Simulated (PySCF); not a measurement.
# C6H8N2 (phenylhydrazine): the cost of one run

Programs: PySCF 2.14.0, with density-fitted response routines of our own. Each step states its level of theory. These are calculated values for one molecule in the gas phase, unless marked as measured. Atoms are numbered from 0 throughout.

**1. The molecule as given**

16 atoms, charge 0, multiplicity 1; geometry from: GFN2-xTB. The atoms were then displaced at random by about 0.01 Å, so the start is not that level's minimum.

Bonds of the start (Å): N0–N1 1.40, N1–C2 1.37, C2–C3 1.42, C3–C4 1.35, C4–C5 1.39, C5–C6 1.37, C6–C7 1.37, C7–C2 1.42, N0–H8 1.01, N0–H9 1.00, N1–H10 1.01, C3–H11 1.10, C4–H12 1.05, C5–H13 1.07, C6–H14 1.07, C7–H15 1.09.

**2. Geometry optimisation at PBE0-D3(BJ)/def2-SVP**

What the job is given:

```
{"job": {"xc": "PBE0", "basis": "def2-SVP", "d3": "d3bj", "grid": 1, "shake": 0.01, "kind": "geom"}, "charge": 0, "multiplicity": 1}
N     -2.713880    -0.691100    -0.472870
N     -1.896630     0.383520    -0.084180
C     -0.538120     0.251420    -0.004820
C      0.127940    -0.991920     0.120480
C      1.463650    -1.092940     0.258020
C      2.246490     0.057630     0.297880
C      1.656840     1.294180     0.186070
C      0.296350     1.405220     0.029390
H     -2.842980    -1.312880     0.315930
H     -2.351680    -1.178800    -1.263950
H     -2.231070     1.278670    -0.412840
H     -0.493260    -1.896460     0.116500
H      1.895560    -2.050960     0.348060
H      3.304290    -0.021980     0.419900
H      2.246280     2.181150     0.209070
H     -0.188830     2.382880    -0.051910
```

The run is started by

```console
> OMP_NUM_THREADS=1 python probes_run.py task.json out
```

This one command runs all jobs of the session in turn.

Q: Estimate the wall time and peak memory of this first job on 1 thread of Arm Neoverse V1, shared host.

About 75 s, with a peak of 0.6 GiB.
